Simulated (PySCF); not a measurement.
**A gas-phase reaction: CH5ClGe + F2 → CH4ClFGe + FH**

Wanted: the reaction energy for `[CH3][GeH2][Cl]` + `FF` → `[CH3][GeH]([F])[Cl]` + `F`.

Programs: PySCF 2.14.0. All values are calculated, for the isolated system unless a continuum is named. Atoms count from 0, parts from 1.

### Step 1. Starting point

Each species was relaxed by itself at PBE0-D3(BJ)/def2-SVPD.

### Step 2. Energies of the species: wB97M-D3(BJ)/def2-TZVPD

The job: settings as JSON, then the geometry in Å.

```
{"job": {"kind": "react", "xc": "wB97M-D3(BJ)", "basis": "def2-TZVPD"}, "charge": 0, "multiplicity": 1}
-1 CH5ClGe charge 0 multiplicity 1
C      0.454340     0.845210    -0.738070
Ge    -0.388390    -0.559200     0.296950
Cl     1.110870    -2.123750     0.591830
H     -0.257160     1.664430    -0.916630
H      1.323390     1.240070    -0.195630
H      0.789570     0.447660    -1.705040
H     -1.552900    -1.236870    -0.438320
H     -0.797600    -0.109720     1.706330

-1 F2 charge 0 multiplicity 1
F      0.688640    -0.015240     0.016300
F     -0.688640     0.015240    -0.016300

+1 CH4ClFGe charge 0 multiplicity 1
C      0.249520     0.294210     1.008430
Ge    -0.349410    -0.172040    -0.758770
F      0.295980     1.025370    -1.863200
Cl     0.544690    -2.047290    -1.363590
H     -0.090580    -0.457970     1.732390
H     -0.148920     1.278970     1.288680
H      1.346610     0.332560     1.014270
H     -1.847870    -0.253630    -1.056790

+1 FH charge 0 multiplicity 1
F      0.457400     0.000200     0.049690
H     -0.457400    -0.000200    -0.049690
```

With the program's defaults for keys left out, this is: wB97M-D3(BJ)/def2-TZVPD reaction energy of separated species, gas phase.

Run with:

```bash
$ OMP_NUM_THREADS=1 python cluster_run.py task.json out
```

One launch serves the whole session: the jobs run in the order shown.

Standard output:

```text
species 1 (CH5ClGe)
coarse grid: 31272 points
cycle   1  E = -2578.4081188551  dE = -5.836e-01  |g| = 6.635e-01  |ddm| = 2.265e+00
cycle   2  E = -2578.4213073895  dE = -1.319e-02  |g| = 6.946e-01  |ddm| = 9.822e-01
cycle   3  E = -2578.4645726858  dE = -4.327e-02  |g| = 2.807e-02  |ddm| = 4.392e-01
cycle   4  E = -2578.4648103547  dE = -2.377e-04  |g| = 1.388e-02  |ddm| = 4.757e-02
cycle   5  E = -2578.4648606254  dE = -5.027e-05  |g| = 2.815e-03  |ddm| = 1.792e-02
cycle   6  E = -2578.4648638037  dE = -3.178e-06  |g| = 4.740e-04  |ddm| = 6.510e-03
final grid: 62856 points
cycle   7  E = -2578.4648336562  dE = -2.441e-07  |g| = 2.127e-04  |ddm| = 4.483e-03
cycle   8  E = -2578.4648336872  dE = -3.101e-08  |g| = 1.194e-04  |ddm| = 8.049e-04
cycle   9  E = -2578.4648336928  dE = -5.621e-09  |g| = 5.439e-05  |ddm| = 1.722e-04
cycle  10  E = -2578.4648336946  dE = -1.857e-09  |g| = 1.218e-05  |ddm| = 1.631e-04
cycle  11  E = -2578.4648336947  dE = -2.683e-11  |g| = 3.172e-06  |ddm| = 1.670e-05
converged SCF energy = -2578.4648336947

species 2 (F2)
coarse grid: 10600 points
cycle   1  E = -199.6113015614  dE =  1.195e-02  |g| = 3.458e-01  |ddm| = 1.052e+00
cycle   2  E = -199.6264080628  dE = -1.511e-02  |g| = 1.647e-01  |ddm| = 1.842e-01
cycle   3  E = -199.6293661988  dE = -2.958e-03  |g| = 2.217e-02  |ddm| = 5.435e-02
cycle   4  E = -199.6294277798  dE = -6.158e-05  |g| = 8.600e-03  |ddm| = 1.161e-02
cycle   5  E = -199.6294386298  dE = -1.085e-05  |g| = 7.501e-04  |ddm| = 4.105e-03
cycle   6  E = -199.6294387681  dE = -1.383e-07  |g| = 3.049e-05  |ddm| = 6.348e-04
final grid: 23208 points
cycle   7  E = -199.6294278307  dE = -2.210e-09  |g| = 2.066e-05  |ddm| = 1.245e-04
cycle   8  E = -199.6294278308  dE = -7.361e-11  |g| = 1.074e-05  |ddm| = 1.694e-05
converged SCF energy = -199.6294278308

species 3 (CH4ClFGe)
coarse grid: 34104 points
cycle   1  E = -2677.7029932077  dE = -4.386e-01  |g| = 8.922e-01  |ddm| = 2.278e+00
cycle   2  E = -2677.6761584651  dE =  2.683e-02  |g| = 1.110e+00  |ddm| = 1.216e+00
cycle   3  E = -2677.8182342506  dE = -1.421e-01  |g| = 7.774e-02  |ddm| = 5.759e-01
cycle   4  E = -2677.8191782540  dE = -9.440e-04  |g| = 3.879e-02  |ddm| = 7.766e-02
cycle   5  E = -2677.8193940631  dE = -2.158e-04  |g| = 6.023e-03  |ddm| = 2.931e-02
cycle   6  E = -2677.8194067526  dE = -1.269e-05  |g| = 2.258e-03  |ddm| = 1.115e-02
cycle   7  E = -2677.8194083410  dE = -1.588e-06  |g| = 5.116e-04  |ddm| = 3.736e-03
final grid: 69088 points
cycle   8  E = -2677.8192772058  dE = -2.860e-07  |g| = 4.572e-04  |ddm| = 4.067e-03
cycle   9  E = -2677.8192772189  dE = -1.318e-08  |g| = 5.245e-04  |ddm| = 7.719e-04
cycle  10  E = -2677.8192772571  dE = -3.814e-08  |g| = 4.903e-05  |ddm| = 2.424e-04
cycle  11  E = -2677.8192772594  dE = -2.294e-09  |g| = 2.188e-05  |ddm| = 1.657e-04
cycle  12  E = -2677.8192772595  dE = -1.705e-10  |g| = 5.180e-06  |ddm| = 3.701e-05
converged SCF energy = -2677.8192772595

species 4 (FH)
coarse grid: 7776 points
cycle   1  E = -100.4688239104  dE = -9.407e-02  |g| = 4.644e-01  |ddm| = 6.197e-01
cycle   2  E = -100.4725051124  dE = -3.681e-03  |g| = 5.038e-01  |ddm| = 3.808e-01
cycle   3  E = -100.5053189464  dE = -3.281e-02  |g| = 2.574e-02  |ddm| = 1.678e-01
cycle   4  E = -100.5053949235  dE = -7.598e-05  |g| = 5.006e-03  |ddm| = 1.077e-02
cycle   5  E = -100.5053995645  dE = -4.641e-06  |g| = 4.334e-04  |ddm| = 3.766e-03
final grid: 16976 points
cycle   6  E = -100.5053933090  dE = -6.430e-08  |g| = 1.038e-04  |ddm| = 8.214e-04
cycle   7  E = -100.5053933125  dE = -3.460e-09  |g| = 7.698e-05  |ddm| = 2.166e-04
cycle   8  E = -100.5053933133  dE = -7.775e-10  |g| = 2.125e-05  |ddm| = 3.711e-05
converged SCF energy = -100.5053933133

Reaction energy = -144.597 kcal/mol
```

Wall time 57 s (1 thread of Arm Neoverse N1, shared host); peak memory 0.77 GiB.

Species by species (with the dispersion term, which the log's SCF energies lack):

```csv
ν,species,energy (Eh),HOMO (eV)
-1,[CH3][GeH2][Cl],-2578.47200,-10.82
-1,FF,-199.62975,-14.36
+1,[CH3][GeH]([F])[Cl],-2677.82655,-11.26
+1,F,-100.50563,-14.54
```

### Step 3. Energies of the species: PBE0-D3(BJ)/def2-TZVPD

Settings changed since step 2:

```diff
@@ -1,2 +1,2 @@
-{"job": {"kind": "react", "xc": "wB97M-D3(BJ)", "basis": "def2-TZVPD"}, "charge": 0, "multiplicity": 1}
+{"job": {"kind": "react", "xc": "PBE0", "basis": "def2-TZVPD", "disp": "d3bj"}, "charge": 0, "multiplicity": 1}
 -1 CH5ClGe charge 0 multiplicity 1
```

Method: PBE0-D3(BJ)/def2-TZVPD reaction energy of separated species, gas phase.

Standard output:

```text
species 1 (CH5ClGe)
coarse grid: 31272 points
cycle   1  E = -2577.8626859134  dE = -5.908e-01  |g| = 7.341e-01  |ddm| = 2.331e+00
cycle   2  E = -2577.8257603660  dE =  3.693e-02  |g| = 9.200e-01  |ddm| = 1.167e+00
cycle   3  E = -2577.9269553323  dE = -1.012e-01  |g| = 2.971e-02  |ddm| = 6.422e-01
cycle   4  E = -2577.9270905056  dE = -1.352e-04  |g| = 1.567e-02  |ddm| = 3.700e-02
cycle   5  E = -2577.9271576473  dE = -6.714e-05  |g| = 3.177e-03  |ddm| = 1.477e-02
cycle   6  E = -2577.9271599515  dE = -2.304e-06  |g| = 1.428e-03  |ddm| = 3.357e-03
final grid: 62856 points
cycle   7  E = -2577.9272270452  dE =  2.076e-07  |g| = 1.744e-03  |ddm| = 6.152e-03
cycle   8  E = -2577.9272266021  dE =  4.431e-07  |g| = 2.181e-03  |ddm| = 2.808e-03
cycle   9  E = -2577.9272278212  dE = -1.219e-06  |g| = 1.120e-04  |ddm| = 1.560e-03
cycle  10  E = -2577.9272278235  dE = -2.336e-09  |g| = 5.397e-06  |ddm| = 8.579e-05
cycle  11  E = -2577.9272278235  dE = -5.457e-12  |g| = 2.325e-06  |ddm| = 9.625e-06
converged SCF energy = -2577.9272278235

species 2 (F2)
coarse grid: 2176 points
cycle   1  E = -199.3949406604  dE =  9.182e-02  |g| = 2.764e-01  |ddm| = 1.051e+00
cycle   2  E = -199.4014700288  dE = -6.529e-03  |g| = 1.374e-01  |ddm| = 1.363e-01
cycle   3  E = -199.4037851944  dE = -2.315e-03  |g| = 2.290e-02  |ddm| = 5.059e-02
cycle   4  E = -199.4038482049  dE = -6.301e-05  |g| = 8.080e-03  |ddm| = 1.132e-02
cycle   5  E = -199.4038564105  dE = -8.206e-06  |g| = 1.817e-04  |ddm| = 3.279e-03
final grid: 23208 points
cycle   6  E = -199.4096321169  dE = -7.831e-06  |g| = 1.273e-03  |ddm| = 8.098e-03
cycle   7  E = -199.4096321705  dE = -5.360e-08  |g| = 1.040e-03  |ddm| = 8.908e-04
cycle   8  E = -199.4096323086  dE = -1.381e-07  |g| = 7.448e-05  |ddm| = 4.294e-04
cycle   9  E = -199.4096323093  dE = -7.135e-10  |g| = 1.970e-05  |ddm| = 3.170e-05
converged SCF energy = -199.4096323093

species 3 (CH4ClFGe)
coarse grid: 34104 points
cycle   1  E = -2677.0498437258  dE = -4.313e-01  |g| = 9.507e-01  |ddm| = 2.372e+00
cycle   2  E = -2676.8563543814  dE =  1.935e-01  |g| = 1.527e+00  |ddm| = 1.512e+00
cycle   3  E = -2677.1653174811  dE = -3.090e-01  |g| = 1.904e-01  |ddm| = 9.147e-01
cycle   4  E = -2677.1706375448  dE = -5.320e-03  |g| = 4.037e-02  |ddm| = 1.348e-01
cycle   5  E = -2677.1708500008  dE = -2.125e-04  |g| = 6.724e-03  |ddm| = 2.595e-02
cycle   6  E = -2677.1708607680  dE = -1.077e-05  |g| = 2.237e-03  |ddm| = 7.697e-03
cycle   7  E = -2677.1708618936  dE = -1.126e-06  |g| = 2.970e-04  |ddm| = 1.736e-03
final grid: 69088 points
cycle   8  E = -2677.1708439043  dE = -1.376e-07  |g| = 4.094e-04  |ddm| = 4.598e-03
cycle   9  E = -2677.1708438795  dE =  2.485e-08  |g| = 5.189e-04  |ddm| = 7.417e-04
cycle  10  E = -2677.1708439458  dE = -6.632e-08  |g| = 2.268e-05  |ddm| = 3.948e-04
cycle  11  E = -2677.1708439458  dE = -5.093e-11  |g| = 1.152e-05  |ddm| = 2.291e-05
converged SCF energy = -2677.1708439458

species 4 (FH)
coarse grid: 1712 points
cycle   1  E = -100.3540166982  dE = -3.605e-02  |g| = 4.957e-01  |ddm| = 6.253e-01
cycle   2  E = -100.3145026432  dE =  3.951e-02  |g| = 7.429e-01  |ddm| = 5.125e-01
cycle   3  E = -100.3937352661  dE = -7.923e-02  |g| = 2.284e-02  |ddm| = 2.892e-01
cycle   4  E = -100.3938108381  dE = -7.557e-05  |g| = 4.204e-03  |ddm| = 9.787e-03
cycle   5  E = -100.3938128214  dE = -1.983e-06  |g| = 3.552e-04  |ddm| = 1.247e-03
final grid: 16976 points
cycle   6  E = -100.3948394616  dE = -1.849e-05  |g| = 3.953e-03  |ddm| = 7.411e-03
cycle   7  E = -100.3948375848  dE =  1.877e-06  |g| = 5.431e-03  |ddm| = 3.316e-03
cycle   8  E = -100.3948415746  dE = -3.990e-06  |g| = 1.006e-04  |ddm| = 1.989e-03
cycle   9  E = -100.3948415759  dE = -1.312e-09  |g| = 1.790e-05  |ddm| = 3.969e-05
cycle  10  E = -100.3948415760  dE = -4.812e-11  |g| = 3.038e-06  |ddm| = 1.029e-05
converged SCF energy = -100.3948415760

Reaction energy = -143.661 kcal/mol
```

It took 31 s on 1 thread of Arm Neoverse N1, shared host; peak memory 0.74 GiB.

Reaction energy at this level: -143.7 kcal/mol.

### Step 4. Comparing the runs

Energies in kcal/mol, with wall time:

```
                    run  reaction  time
wB97M-D3(BJ)/def2-TZVPD    -144.6  57 s
 PBE0-D3(BJ)/def2-TZVPD    -143.7  31 s
```

### Step 5. Outcome

```
                                                quantity                      value
               reaction energy (wB97M-D3(BJ)/def2-TZVPD)            -144.6 kcal/mol
                     ΔH, ΔG at 298 K (xTB thermal terms)    -143.2, -143.2 kcal/mol
range of the reaction energy over the runs of this table  -144.6 to -143.7 kcal/mol
```

In words: The reaction is exothermic by 143.2 kcal/mol in the gas phase; dispersion gives -0.01, and xTB itself gave -112.1 for the electronic energy (xTB energies and thermal terms come from the earlier relaxation of each species, not shown). No barrier was sought. xTB and this level differ widely in the electronic energy, so what comes from xTB (the thermal terms above all) is less safe here. The reaction energy runs from -144.6 (wB97M-D3(BJ)/def2-TZVPD) to -143.7 kcal/mol (PBE0-D3(BJ)/def2-TZVPD).
